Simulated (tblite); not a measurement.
# C11H28Ge11: the cost of one run

Computed with tblite 0.8.0 and PySCF 2.14.0 and routines of our own; the level stands in each step. Atoms count from 0.

### 1 The system as given

50 atoms, charge 0, multiplicity 1; geometry from: force field, distance geometry or constructed start.

### 2 Optimising the geometry with GFN2-xTB

Job settings and geometry (Å):

```
{"job": {"kind": "relax", "xc": "GFN2-xTB", "basis": "xTB"}, "charge": 0, "multiplicity": 1}
C     -1.755400    -1.469800    -1.682700
C     -0.133600    -0.524400     0.973600
Ge    -0.125200    -0.529300    -1.014700
C     -3.390900    -0.522600     0.974300
Ge    -3.391200    -0.528200    -1.012300
Ge    -1.763600    -1.468500     1.643300
C     -0.130300     1.356800    -1.684400
C     -3.386800     1.357800    -1.679600
C     -1.757600     2.294000     0.980100
Ge    -1.763100     2.295300    -1.014100
Ge    -0.132500     1.353900     1.643800
Ge    -3.392700     1.353100     1.645900
C      1.496100    -1.467300    -1.676100
C      3.131600    -0.527600     0.977800
Ge     3.127200    -0.521900    -1.015500
Ge     1.497600    -1.467400     1.652200
C      1.499900    -3.348100     0.981400
Ge     1.498400    -3.353400    -1.016700
C      3.128800     1.356900    -1.678600
C      1.502300     2.297000     0.983200
Ge     1.497200     2.299900    -1.014200
Ge     3.128500     1.356600     1.645700
H     -1.756900    -1.463400    -2.764500
H     -1.764500    -2.499900    -1.319300
H     -4.279600    -1.038200     1.344700
H     -4.645500    -1.249100    -1.523200
H     -1.759600    -1.465700     3.175200
H     -1.760900    -2.909900     1.137100
H     -0.129800     1.355500    -2.773100
H     -3.389100     1.355500    -2.767700
H     -4.276500     1.869500    -1.318900
H     -1.762200     3.325000     1.344000
H     -1.761300     3.738700    -1.527600
H     -0.128300     1.353800     3.179600
H     -4.638200     2.078100     1.132600
H     -3.389700     1.357300     3.173000
H      1.498700    -1.467900    -2.775200
H      4.020300    -1.038300     1.341200
H      4.379700    -1.252100    -1.525800
H      1.494700    -1.464600     3.177100
H      0.609400    -3.866100     1.347600
H      2.395400    -3.869400     1.347500
H      0.255200    -4.070300    -1.529300
H      2.751300    -4.071800    -1.527500
H      3.125700     1.356800    -2.768700
H      4.017500     1.870500    -1.321200
H      1.501900     3.323800     1.343200
H      1.499200     3.741200    -1.523400
H      4.380200     2.076700     1.136100
H      3.131300     1.355800     3.177900
```

Command:

```bash
> OMP_NUM_THREADS=2 python large_run.py task.json out
```

One launch serves the whole session: the jobs run in the order shown.

Q: Estimate the wall time and peak memory of this first job on 2 threads of Arm Neoverse V2, shared host.

About 2.2 s, with a peak of 0.16 GiB.
